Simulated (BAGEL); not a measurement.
# CH2AlF3 (AlH2(CF3)) at HF/6-31G(d) (density fitting with qzvpp-jkfit, spherical functions)

Aim: the energy change on altering one bond length of CH2AlF3 (AlH2(CF3)) at HF/6-31G* (density fitting with qzvpp-jkfit, spherical functions), from 2 runs. 

The calculation is run with BAGEL 1.2.2.

5 further runs of the same task are left out: 3 that didn't finish, 2 set aside as unsound or not needed.

## 1. The system as given

The species is CH2AlF3 (7 atoms), meant as a singlet with charge 0. SMILES: `[H][Al]([H])[C](F)(F)F`. The shape comes from GFN1-xTB, which is rough for such elements, and wasn't checked as a minimum.

Bond lengths: Al1–C4 1.987 Å, C4–F5 1.367 Å, C4–F6 1.357 Å, C4–F7 1.364 Å, Al1–H2 1.534 Å, Al1–H3 1.535 Å. Angles: Al1–C4–F5 109.6°, Al1–C4–F6 119.9°, Al1–C4–F7 111.4°, F5–C4–F6 104.9°, F5–C4–F7 104.7°, F6–C4–F7 105.1°, H2–Al1–C4 117.4°, H3–Al1–C4 117.9°, H2–Al1–H3 124.6°.

## 2. A single-point energy at HF/6-31G(d) (density fitting with qzvpp-jkfit, spherical functions)

The input, job.json:

```json
{ "bagel": [

{
  "title": "molecule",
  "basis": "6-31gs.json",
  "df_basis": "qzvpp-jkfit",
  "angstrom": true,
  "geometry": [
    { "atom": "Al", "xyz": [    0.582820,    1.010270,   -0.017270 ] },
    { "atom": "H", "xyz": [    2.112350,    0.934920,    0.073090 ] },
    { "atom": "H", "xyz": [   -0.230140,    2.312230,    0.012760 ] },
    { "atom": "C", "xyz": [   -0.415430,   -0.707850,   -0.057220 ] },
    { "atom": "F", "xyz": [    0.248350,   -1.641110,    0.688970 ] },
    { "atom": "F", "xyz": [   -0.663110,   -1.319300,   -1.242600 ] },
    { "atom": "F", "xyz": [   -1.634830,   -0.589160,    0.542280 ] }
  ]
},
{
  "title": "hf"
},
{
  "title": "print",
  "file": "orbitals.molden",
  "orbitals": true
}

]}
```

The basis set 6-31G* is read from a file made from the Basis Set Exchange's data (not shown).

Started as:

```
$ BAGEL_NUM_THREADS=1 BAGEL job.json > job.out
```

Log:

```text
* using 1 threads per process

  ===============================================================
  ===============================================================

  *** Geometry ***

  { "atom" : "Al", "xyz" : [      1.101370,      1.909134,     -0.032636 ] },
  { "atom" : "H", "xyz" : [      3.991763,      1.766743,      0.138120 ] },
  { "atom" : "H", "xyz" : [     -0.434902,      4.369481,      0.024113 ] },
  { "atom" : "C", "xyz" : [     -0.785049,     -1.337643,     -0.108130 ] },
  { "atom" : "F", "xyz" : [      0.469313,     -3.101248,      1.301965 ] },
  { "atom" : "F", "xyz" : [     -1.253096,     -2.493116,     -2.348174 ] },
  { "atom" : "F", "xyz" : [     -3.089381,     -1.113351,      1.024761 ] },

  Number of auxiliary basis functions:      470

  Since a DF basis is specified, we compute 2- and 3-index integrals:
    o Being stored without compression. Storage requirement is 0.023 GB

  Number of basis functions:       78
  Number of electrons      :       48

    * METHOD: MOLECULE                             0.19

  *** RHF ***

  === Nuclear Repulsion ===
   228.0709557933

      * DIIS with orbital gradients will be used.

  === RHF iteration (6-31gs.json) ===
      0       -578.97915224          0.02318971           0.05
      1       -579.13529871          0.01553982           0.05
      2       -579.21987961          0.00146120           0.05
      3       -579.22203023          0.00030586           0.05
      4       -579.22210776          0.00010143           0.05
      5       -579.22212026          0.00002344           0.05
      6       -579.22212091          0.00000833           0.05
      7       -579.22212096          0.00000301           0.05
      8       -579.22212097          0.00000058           0.05
      9       -579.22212097          0.00000024           0.05
     10       -579.22212097          0.00000007           0.05
     11       -579.22212097          0.00000002           0.05
     12       -579.22212097          0.00000001           0.05
    * SCF iteration converged.

    * Permanent dipole moment:
           (   -0.539088,    -0.949936,     0.111689) a.u.

    * METHOD: HF                                   0.81

    * METHOD: PRINT                                0.01

  ===============================================================
```

Wall time 1.2 s (1 thread of Arm Neoverse V2, shared host); peak memory 0.11 GiB.

## 3. The distorted shape, same level

The input, hf.json:

```json
{ "bagel": [

{
  "title": "molecule",
  "basis": "6-31gs.json",
  "df_basis": "qzvpp-jkfit",
  "angstrom": true,
  "geometry": [
    { "atom": "Al", "xyz": [    0.882290,    1.525697,   -0.005285 ] },
    { "atom": "H", "xyz": [    2.411820,    1.450347,    0.085075 ] },
    { "atom": "H", "xyz": [    0.069330,    2.827657,    0.024745 ] },
    { "atom": "C", "xyz": [   -0.415430,   -0.707850,   -0.057220 ] },
    { "atom": "F", "xyz": [    0.248350,   -1.641110,    0.688970 ] },
    { "atom": "F", "xyz": [   -0.663110,   -1.319300,   -1.242600 ] },
    { "atom": "F", "xyz": [   -1.634830,   -0.589160,    0.542280 ] }
  ]
},
{
  "title": "hf"
},
{
  "title": "print",
  "file": "orbitals.molden",
  "orbitals": true
}

]}
```

The basis set 6-31G* is read from a file made from the Basis Set Exchange's data (not shown).

Started as:

```
$ BAGEL_NUM_THREADS=1 BAGEL hf.json > hf.out
```

Log:

```text
* using 1 threads per process

  ===============================================================
  ===============================================================

  *** Geometry ***

  { "atom" : "Al", "xyz" : [      1.667286,      2.883149,     -0.009987 ] },
  { "atom" : "H", "xyz" : [      4.557679,      2.740759,      0.160768 ] },
  { "atom" : "H", "xyz" : [      0.131015,      5.343497,      0.046761 ] },
  { "atom" : "C", "xyz" : [     -0.785049,     -1.337643,     -0.108130 ] },
  { "atom" : "F", "xyz" : [      0.469313,     -3.101248,      1.301965 ] },
  { "atom" : "F", "xyz" : [     -1.253096,     -2.493116,     -2.348174 ] },
  { "atom" : "F", "xyz" : [     -3.089381,     -1.113351,      1.024761 ] },

  Number of auxiliary basis functions:      470

  Since a DF basis is specified, we compute 2- and 3-index integrals:
    o Being stored without compression. Storage requirement is 0.023 GB

  Number of basis functions:       78
  Number of electrons      :       48

    * METHOD: MOLECULE                             0.18

  *** RHF ***

  === Nuclear Repulsion ===
   211.2986149274

      * DIIS with orbital gradients will be used.

  === RHF iteration (6-31gs.json) ===
      0       -578.91607838          0.02339923           0.06
      1       -579.08803156          0.01536548           0.05
      2       -579.17456359          0.00169178           0.05
      3       -579.17753966          0.00048084           0.05
      4       -579.17773027          0.00015150           0.05
      5       -579.17776033          0.00003645           0.05
      6       -579.17776219          0.00000803           0.05
      7       -579.17776227          0.00000352           0.05
      8       -579.17776227          0.00000081           0.05
      9       -579.17776227          0.00000012           0.05
     10       -579.17776227          0.00000006           0.05
     11       -579.17776227          0.00000001           0.05
     12       -579.17776227          0.00000000           0.05
    * SCF iteration converged.

    * Permanent dipole moment:
           (   -0.889138,    -1.550522,     0.086269) a.u.

    * METHOD: HF                                   0.82

    * METHOD: PRINT                                0.01

  ===============================================================
```

It took 1.2 s on 1 thread of Arm Neoverse V2, shared host; peak memory 0.11 GiB.

## 4. Outcome

At HF/6-31G* (density fitting with qzvpp-jkfit, spherical functions):

```
                                                          quantity          value
                                         first shape: total energy  -579.22212 Eh
                                        first shape: dipole moment         2.79 D
                                          first shape: HOMO energy      -12.64 eV
                                          first shape: LUMO energy        0.52 eV
                                        first shape: HOMO–LUMO gap       13.16 eV
                                     distorted shape: total energy  -579.17776 Eh
                                    distorted shape: dipole moment         4.55 D
                                      distorted shape: HOMO energy      -10.85 eV
                                      distorted shape: LUMO energy        0.18 eV
                                    distorted shape: HOMO–LUMO gap       11.03 eV
energy change with the Al1–C4 bond stretched from 1.987 to 2.584 Å       1.207 eV
```

With the Al1–C4 bond stretched from 1.987 to 2.584 Å the energy rises by 1.21 eV (28 kcal/mol). The first shape isn't relaxed at this level, so the change isn't measured from a minimum.
